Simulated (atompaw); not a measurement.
**Bi: generating and testing a PAW (atompaw) potential**

Task: generate the file, and judge it by its logarithmic derivatives, its ghosts and its cutoff.

Program: atompaw 4.2.0.5. Reference atom: PBEsol, scalar-relativistic, spherical and spin-unpolarised. All values are calculated.

### Step 1. Starting point

The settings as typed:

* element: bismuth (Bi, Z = 83)
* type: PAW
* frozen core: [Xe] 4f14 5d10
* valence charge: 5
* reference configuration: 6s1 6p4
* partial waves: 6s (bound): rc 2.05 bohr; 6s channel at 0.05 Ry: rc 2.05 bohr; 6p (bound): rc 2.25 bohr; 6p channel at 3.05 Ry: rc 2.25 bohr; 6d channel at 0.25 Ry: rc 2.25 bohr; 6d channel at 2.75 Ry: rc 1.95 bohr
* local potential: bessel scheme, radius 2.15 bohr
* core correction: smooth core density matched at 1.95 bohr
* augmentation charge: sinc compensation charge, radius 2.05 bohr; PAW radius 2.25 bohr; waves and projectors: custom rrkj gramschmidtortho

An earlier all-electron run gives the scale for the radii.

All-electron outer shells of the reference configuration (PBEsol, scalar-relativistic, ld1.x):

```csv
shell,level (eV),outermost node (bohr),outermost maximum (bohr)
5p,-97.57,0.48,0.86
5d,-28.68,0.51,1.03
6s,-15.56,0.98,1.86
6p,-5.27,1.14,2.41
```

### Step 2. Generation

Bi.input reads:

```
Bi 83
GGA-PBESOL scalarrelativistic loggrid 2001 logderivrange -3 5 201
6 6 5 4 0 0
6 0 1
6 1 4
0 0 0
c
c
c
c
c
v
c
c
c
c
v
c
c
c
c
2
2.25 2.05 2.15 1.95
y
0.05
n
y
3.05
n
y
0.25
y
2.75
n
custom rrkj gramschmidtortho sinc
bessel
2.05
2.05
2.25
2.25
2.25
1.95
PWSCFOUT
UPFDX 0.0125d0 UPFXMIN -7.d0 UPFZMESH 83.d0
END
```

Launch:

```console
$ atompaw < Bi.input > Bi.log
```

What does the calculation give? Wanted: cutoffs for 10 and 1 mRy, occupied levels; bound ghosts; largest phase difference near zero energy, channels read; lowest eigenvalue of the overlap; share of valence orbitals outside the PAW sphere; UPF file.

As calculated:

| quantity | value |
| --- | --- |
| cutoffs for 10 and 1 mRy, occupied levels | 6 Ry or less and 15 Ry |
| bound ghosts | d at -22.65 eV |
| largest phase difference near zero energy, channels read | 0.010 rad |
| lowest eigenvalue of the overlap (Bessel basis) | 0.365 (s) |
| share of valence orbitals outside the PAW sphere | 6s 39 %, 6p 72 % |
| UPF file | written |

**Reading.** It has a bound ghost (d), a state that the atom doesn't have, and that rules the file out. It counts as soft on the atom at that tolerance, with 6 Ry or less needed at the looser tolerance. The slowest occupied level is 6s: taken alone it needs 10 Ry to come within 1 mRy, against 6 Ry or less for 6p. Near zero energy the phases of the channels with partial waves agree within 0.010 rad.
